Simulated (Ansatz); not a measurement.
Consider an atomisation energy of BGa (the Python package of Ansatz (0.2.0)).

`run_tae.py`
```python
# -*- coding: utf-8 -*-
"""Energy to split BGa into its atoms."""

from collections import Counter
from dataclasses import dataclass

import ansatz as az


@dataclass
class Settings:
    basis: str = "def2-SVPD"
    functional: str = "pbe0"


cfg = Settings()


def total_energy(molecule, charge=0, unpaired=0):
    calc = molecule.calculation().basis(gaussian=cfg.basis).functional(cfg.functional)
    if charge:
        calc = calc.charge(charge)
    if unpaired:
        calc = calc.spin("collinear", total=unpaired)
    report = calc.run(threads=1, pin="off").report
    if report["published_state_doubts"]:
        print("  doubts:", report["published_state_doubts"])
    return report["free_energy_ev"]

geometry_ang = [
    ("Ga", (0.0, 0.0, 0.0)),
    ("B", (0.0, 0.0, 2.02)),
]
bga = az.Crystal.molecule()
for symbol, xyz in geometry_ang:
    bga = bga.atom(symbol, xyz)

# unpaired electrons of the ground-state atoms
unpaired = {"Ga": 1, "B": 1}
counts = Counter(site.symbol for site in bga.cartesian_sites)
atom_energy = {s: total_energy(az.Crystal.molecule().atom(s, (0, 0, 0)), 0, unpaired[s]) for s in counts}
whole = total_energy(bga, 0, 2)
for s, e in atom_energy.items():
    print(f"{s:2s} x{counts[s]}  {e:14.5f} eV")
print(f"BGa: {whole:.5f} eV")
split = sum(counts[s] * e for s, e in atom_energy.items()) - whole
print(f"atomisation energy (no zero-point term): {split:.3f} eV, {split / sum(counts.values()):.3f} eV an atom")
```

What does it cost to take this molecule apart into atoms?

2.022 eV from the electronic energies, without the zero-point term.

The output:

Output of `python run_tae.py`:
```text
Ga x1    -52363.03005 eV
B  x1      -669.12519 eV
BGa: -53034.17709 eV
atomisation energy (no zero-point term): 2.022 eV, 1.011 eV an atom
```

Total energies depend on the basis set; only differences at equal settings carry meaning. The geometry is a force-field or estimated start, not a minimum of this method, and the basis set is short of its limit. All parts are taken at fixed geometry, without zero-point energy. The species is open-shell (spin multiplicity 3). The spin state was assumed, and another may lie lower. Wall time of the script: 3.6 s on 1 thread of Arm Neoverse V2 (shared host), peak memory 0.19 GiB.

(A comment or docstring line of the script was reworded after the run, the code is as it ran; lines on the test bed's own set-up are left out of the output.)
